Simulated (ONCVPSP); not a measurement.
# An ONCV potential for Cu, from input to tests

Task: generate the file, and judge it by its errors in other configurations, its logarithmic derivatives, its ghosts and its cutoff.

The numbers are computed with ONCVPSP 4.0.1.1 (patched build) (LDA (Perdew-Wang 92), scalar-relativistic, spin-unpolarised reference atom).

## 1. The design

Typed settings, in words:

```json
{
  "element": "copper (Cu, Z = 29)",
  "type": "optimised norm-conserving Vanderbilt (ONCV)",
  "frozen core": "[Ne]",
  "valence charge": "19",
  "reference configuration": "3s2 3p6 3d10 4s1",
  "partial waves": "3s+4s: rc 1.40 bohr, ncon 4, nbas 9, qcut 10.4 1/bohr, 2 projectors; 3p: rc 1.00 bohr, ncon 4, nbas 9, qcut 13.1 1/bohr, 3 projectors, debl 3.1 Ha; 3d: rc 1.00 bohr, ncon 4, nbas 8, qcut 14.6 1/bohr, 1 projector",
  "local potential": "polynomial inside 0.90 bohr (lpopt 3, dvloc0 0 Ha)",
  "core correction": "polynomial model core, fcfact 0.45"
}
```

The outer shells as boxes (Hund's rule for the drawing; the calculation is spin-unpolarised):

```
[Ne] core
3s [↑↓]
3p [↑↓][↑↓][↑↓]
3d [↑↓][↑↓][↑↓][↑↓][↑↓]
4s [↑ ]
```

The nodes and maxima of the atom's own shells, from an earlier all-electron run, set the scale for the radii.

All-electron outer shells of the reference configuration (LDA (PZ), scalar-relativistic, ld1.x):

| shell | level (eV) | outermost node (bohr) | outermost maximum (bohr) |
| --- | --- | --- | --- |
| 2p | -916.44 | – | 0.16 |
| 3s | -114.15 | 0.29 | 0.61 |
| 3p | -72.03 | 0.26 | 0.62 |
| 3d | -5.32 | – | 0.60 |
| 4s | -4.87 | 0.89 | 2.24 |
| 4p | -0.79 | 0.98 | 3.52 |

## 2. The generation run

The input, Cu.dat:

```
# ATOM AND REFERENCE CONFIGURATION
# atsym  z   nc   nv     iexc    psfile
  Cu 29.00    3    4  -001012      upf
#
#   n    l    f
    1    0    2.00
    2    0    2.00
    2    1    6.00
    3    0    2.00
    3    1    6.00
    3    2   10.00
    4    0    1.00
#
# PSEUDOPOTENTIAL AND OPTIMIZATION
# lmax
    2
#
#   l,   rc,      ep,       ncon, nbas, qcut
    0    1.40    0.00    4    9   10.40
    1    1.00    0.00    4    9   13.10
    2    1.00    0.00    4    8   14.60
#
# LOCAL POTENTIAL
# lloc, lpopt,  rc(5),   dvloc0
    4    3    0.90    0.00
#
# VANDERBILT-KLEINMAN-BYLANDER PROJECTORs
# l, nproj, debl
    0    2    1.80
    1    3    3.10
    2    1    1.90
#
# MODEL CORE CHARGE
# icmod, fcfact, rcfact
    1    0.45    0.00
#
# LOG DERIVATIVE ANALYSIS
# epsh1, epsh2, depsh
   -6.00    5.00    0.04
#
# OUTPUT GRID
# rlmax, drl
    6.00    0.01
#
# TEST CONFIGURATIONS
# ncnf
    4
# nvcnf
#   n    l    f
    4
    3    0    2.00
    3    1    6.00
    3    2   10.00
    4    0    0.00
#
    4
    3    0    2.00
    3    1    6.00
    3    2    9.00
    4    0    0.00
#
    4
    3    0    2.00
    3    1    6.00
    3    2    8.00
    4    0    0.00
#
    4
    3    0    2.00
    3    1    6.00
    3    2    9.00
    4    0    2.00
#
```

Launch:

```bash
$ oncvpsp.x < Cu.dat > Cu.out
```

Before running it: what results should come out? Wanted: cutoffs for 1 and 0.1 mHa per electron, occupied waves; bound ghosts; GHOST(+) flags; largest test error; largest phase difference near zero energy, channels read; rms error of d²Exc/dn², without and with the model core.

As calculated:

| quantity | value |
| --- | --- |
| cutoffs for 1 and 0.1 mHa per electron, occupied waves | 89 Ha and 101 Ha |
| bound ghosts | none found |
| GHOST(+) flags | none at low energy |
| largest test error (AE − PS) | -4.6 meV, for 3s2 3p6 3d9 4s0 (1 test unsolved) |
| largest phase difference near zero energy, channels read | 0.002 rad |
| rms error of d²Exc/dn², without and with the model core | 3.06 and 1.33 mHa |

**Reading.** The worst unpolarised test, 3s2 3p6 3d9 4s0, is off by 4.6 meV on 30.1 eV; by total energies transferability rates as very good where solved. Of the tests 1 gave no usable energy difference, which is a warning in itself. By its cutoff, 89 Ha for the looser tolerance, it is very hard. At the looser tolerance the 3d wave is the slowest; 3p needs 46 Ha. It is free of bound ghosts as far as tested. Near zero energy the phases of the channels with partial waves agree within 0.002 rad.
